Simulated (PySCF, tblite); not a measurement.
# C₇H₉O radical: geometry, infrared bands and EPR parameters

Aim: predict the infrared bands and EPR parameters of C₇H₉O radical (`C=C=CC(=O)[CH]CC`).

Programs: tblite 0.8.0 and PySCF 2.14.0, with density-fitted response routines of our own. Each step states its level of theory. These are calculated values for one molecule in the gas phase, unless marked as measured. Atoms are numbered from 0 throughout.

## 1. The starting structure

17 atoms, charge 0, multiplicity 2; geometry from: force field or distance geometry start.

Bonds of the start (Å): C0–C1 1.31, C1–C2 1.28, C2–C3 1.48, C3–O4 1.22, C3–C5 1.48, C5–C6 1.49, C6–C7 1.51, C0–H8 1.08, C0–H9 1.08, C2–H10 1.09, C5–H11 1.08, C6–H12 1.10, C6–H13 1.10, C7–H14 1.09, C7–H15 1.11, C7–H16 1.10.

## 2. Relaxing the molecule with GFN2-xTB

The job: settings as JSON, then the geometry in Å.

```
{"job": {"kind": "relax", "xc": "GFN2-xTB", "basis": "xTB"}, "charge": 0, "multiplicity": 2}
C      3.263000    -0.756000    -0.990200
C      2.228400     0.034900    -1.171700
C      1.231200     0.821300    -1.347400
C     -0.037600     0.799100    -0.582300
O     -0.932600     1.590000    -0.817800
C     -0.190100    -0.218300     0.488400
C     -1.436600    -0.276600     1.296600
C     -2.373000    -1.349100     0.785800
H      4.046700    -0.494900    -0.289700
H      3.345900    -1.673300    -1.552600
H      1.260100     1.585200    -2.122800
H      0.589700    -0.951400     0.661700
H     -1.956800     0.688500     1.321400
H     -1.166700    -0.503100     2.337200
H     -1.908400    -2.332500     0.803700
H     -3.282200    -1.398000     1.414800
H     -2.687900    -1.142000    -0.244900
```

Command:

```sh
$ OMP_NUM_THREADS=1 python probes_run.py task.json out
```

This one command runs all jobs of the session in turn.

**Question.** This job is followed by: GFN2-xTB harmonic vibrations, gas phase; UKS B3LYP, pcH-1 on C H O, non-relativistic, mean-field spin-orbit, GIAO. Predict these results of the whole session: strongest single infrared mode (GFN2-xTB); zero-point energy (GFN2-xTB); g(iso) (B3LYP); ⟨S²⟩; largest a(iso) (averaged by class); potential on the surface of density 0.002 e/bohr³, 1st and 99th percentile.

The runs gave:

| quantity | value |
| --- | --- |
| strongest single infrared mode (GFN2-xTB) | 2061 cm⁻¹, 382 km/mol |
| zero-point energy (GFN2-xTB) | 83.8 kcal/mol |
| g(iso) (B3LYP) | 2.00429 |
| ⟨S²⟩ | 0.761 (exact 0.75) |
| largest a(iso) (averaged by class) | 1H on H12, H13, 87.4 MHz |
| potential on the surface of density 0.002 e/bohr³, 1st and 99th percentile | -1.82 V and 1.20 V |

**Reading.** The optimisation took 144 steps and gained 0.171 eV; among the close pairs (by a distance rule), C3–C5 changed most, from 1.485 to 1.425 Å. All 45 modes are real, so the xTB geometry is a minimum. The strongest single mode, at 2061 cm⁻¹, moves mainly C1. Unscaled tight-binding wavenumbers are off by several per cent, some by more. Its intensities can rank the bands wrongly. The largest share of the spin, 0.83 e, sits on C5. The isotropic g lies 2.0 ppt above the free-electron value. These values are for one conformer; the search (at its own cheap level) found 2 more, at 0.84, 0.85 kcal/mol, and measured spectra average over such forms.
